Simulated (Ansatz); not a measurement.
# CH₈BGeN: up Jacob's ladder to CCSD(T)

One table from this session's results is given with a row withheld; the runs are named, their logs left out.

Computed with Ansatz 0.2.0, Gaussian basis. Level: functionals in def2-TZVPP, the program's frozen cores in correlated methods.

Levels to be run: PBE-D4, r2SCAN-D4, PBE0-D4, B3LYP-D4, ωB97X-V, ωB97M-V, B2PLYP; CCSD(T)/def2-TZVPP; MP2/def2-QZVPP; extrapolation to the limit.

## The geometry

The geometry comes from an earlier relaxation with PBE0-D4 in a triple-zeta def2 set; it is a stationary point, not always the lowest conformer.

12 atoms, charge 0, spin multiplicity 1.

Atoms are counted from 1 here; the program's logs count them from 0.

Bond lengths: B1–C2 1.513 Å, B1–Ge4 2.130 Å, B1–H5 1.205 Å, B1–H6 1.208 Å, C2–N3 1.321 Å, C2–H7 1.091 Å, N3–H8 1.006 Å, N3–H9 1.008 Å, Ge4–H10 1.541 Å, Ge4–H11 1.549 Å, Ge4–H12 1.547 Å. Angles: C2–B1–Ge4 92.5°, C2–B1–H5 115.0°, C2–B1–H6 116.5°, Ge4–B1–H5 100.9°, Ge4–B1–H6 105.9°, H5–B1–H6 119.7°, B1–C2–N3 126.4°, B1–C2–H7 120.9°, N3–C2–H7 112.6°, C2–N3–H8 122.9°, C2–N3–H9 119.4°, H8–N3–H9 117.5°, B1–Ge4–H10 107.4°, B1–Ge4–H11 112.4°, B1–Ge4–H12 115.0°, H10–Ge4–H11 108.0°, H10–Ge4–H12 107.3°, H11–Ge4–H12 106.4°.

Geometry (Å):

| atom | x (Å) | y (Å) | z (Å) |
| --- | --- | --- | --- |
| B1 | -0.45296 | 0.98465 | -0.31172 |
| C2 | 0.16924 | 0.47446 | 0.97000 |
| N3 | -0.41889 | -0.28169 | 1.87904 |
| Ge4 | 0.44695 | -0.55883 | -1.47165 |
| H5 | 0.07483 | 1.96097 | -0.78183 |
| H6 | -1.64620 | 0.83385 | -0.42889 |
| H7 | 1.22153 | 0.65705 | 1.19379 |
| H8 | 0.08425 | -0.72496 | 2.62869 |
| H9 | -1.39604 | -0.50708 | 1.77747 |
| H10 | 0.06429 | -0.31123 | -2.94406 |
| H11 | -0.06091 | -1.96722 | -1.07600 |
| H12 | 1.99091 | -0.61517 | -1.40085 |

The first run:

in.yaml

```yaml
crystal:
  periodic: [false, false, false]
  atoms:
    - {symbol: B, position_ang: [-0.452960, 0.984648, -0.311715]}
    - {symbol: C, position_ang: [0.169237, 0.474455, 0.970004]}
    - {symbol: N, position_ang: [-0.418892, -0.281693, 1.879042]}
    - {symbol: Ge, position_ang: [0.446950, -0.558835, -1.471652]}
    - {symbol: H, position_ang: [0.074830, 1.960974, -0.781830]}
    - {symbol: H, position_ang: [-1.646205, 0.833852, -0.428890]}
    - {symbol: H, position_ang: [1.221530, 0.657053, 1.193794]}
    - {symbol: H, position_ang: [0.084254, -0.724956, 2.628690]}
    - {symbol: H, position_ang: [-1.396036, -0.507082, 1.777474]}
    - {symbol: H, position_ang: [0.064288, -0.311232, -2.944064]}
    - {symbol: H, position_ang: [-0.060911, -1.967216, -1.076004]}
    - {symbol: H, position_ang: [1.990913, -0.615167, -1.400848]}
basis:
  gaussian: {orbitals: def2-TZVPP}
hamiltonian: {xc: pbe, dispersion: d4}
output: {forces: true, orbitals: {seedname: orbitals}}
```

Started as:

```
ansatz run in.yaml --threads 4 --pin off --events-out ev --progress --plain --max-ram 10444MiB
```

Steps of the session up to this table: PBE-D4 (GGA); r2SCAN-D4 (meta-GGA); PBE0-D4 (hybrid); B3LYP-D4 (hybrid); ωB97X-V (range-separated); ωB97M-V (range-separated); B2PLYP (double hybrid); CCSD(T) in def2-TZVPP; MP2 in def2-QZVPP.

One table of the session follows, with a row left open; its other results are not shown here.

```
            method  atomisation energy (eV)
            PBE-D4                   41.604
         r2SCAN-D4                   41.113
           PBE0-D4                   40.979
          B3LYP-D4                   41.089
           ωB97X-V                   41.007
           ωB97M-V                   40.924
            B2PLYP                   40.479
     HF/def2-TZVPP                   29.545
    MP2/def2-TZVPP                   39.953
   CCSD/def2-TZVPP                   39.307
CCSD(T)/def2-TZVPP                        ?
           MP2/CBS                   40.844
       CCSD(T)/CBS                   40.768
```

Estimate the missing values for CCSD(T)/def2-TZVPP.

The run gave: atomisation energy (eV): 39.877. In the column «atomisation energy (eV)» it lies between CCSD/def2-TZVPP (39.307) and MP2/def2-TZVPP (39.953).

Limits of these values: Free atoms (1 B, 1 C, 1 N, 1 Ge, 8 H) were run apart at each level; the atomisation energy is their sum less the molecule, without zero-point or spin-orbit terms.
